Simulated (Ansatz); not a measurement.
# BH2O2S: the cost of one run

Program: Ansatz 0.2.0. Level of theory: UKS PBE/def2-SVPD. These are calculated values, not measurements.

### 1 Starting point

Bond lengths: O1–B2 1.414 Å, B2–O3 1.429 Å, B2–S4 1.778 Å, O1–H5 1.009 Å, O3–H6 1.001 Å. Angles: O1–B2–O3 118.4°, O1–B2–S4 122.9°, O3–B2–S4 118.7°, B2–O1–H5 107.5°, B2–O3–H6 106.0°.

Coordinates:

```xyz
6

O    -0.2328    1.2445   -0.3156
B    -0.1830   -0.1422   -0.0447
O     1.0240   -0.6870    0.4926
S    -1.5389   -1.2405   -0.3844
H     0.0313    1.3745   -1.2811
H     0.9416   -0.6133    1.4870
```

### 2 Relaxing end A

Contents of input.yaml:

```yaml
crystal:
  periodic: [false, false, false]
  atoms:
    - { symbol: O, position_ang: [-0.2328, 1.2445, -0.3156] }
    - { symbol: B, position_ang: [-0.183, -0.1422, -0.0447] }
    - { symbol: O, position_ang: [1.024, -0.687, 0.4926] }
    - { symbol: S, position_ang: [-1.5389, -1.2405, -0.3844] }
    - { symbol: H, position_ang: [0.0313, 1.3745, -1.2811] }
    - { symbol: H, position_ang: [0.9416, -0.6133, 1.487] }
magnetization:
  spin_polarized: true
  initial_magnetization: 1
basis:
  gaussian: { orbitals: def2-SVPD }
hamiltonian:
  xc: pbe
relax:
  f_tol: 0.02
  max_steps: 50
output:
  orbitals: {}
```

Launch:

```
> ansatz run input.yaml --threads 2 --pin off --max-ram 3072MiB --backend cpu --events-out ev --progress --plain --runs-dir out
```

Q: Estimate wall time and peak memory on 2 threads of Intel Xeon Platinum 8488C (Sapphire Rapids), shared host.

About 22 s, with a peak of 0.23 GiB.
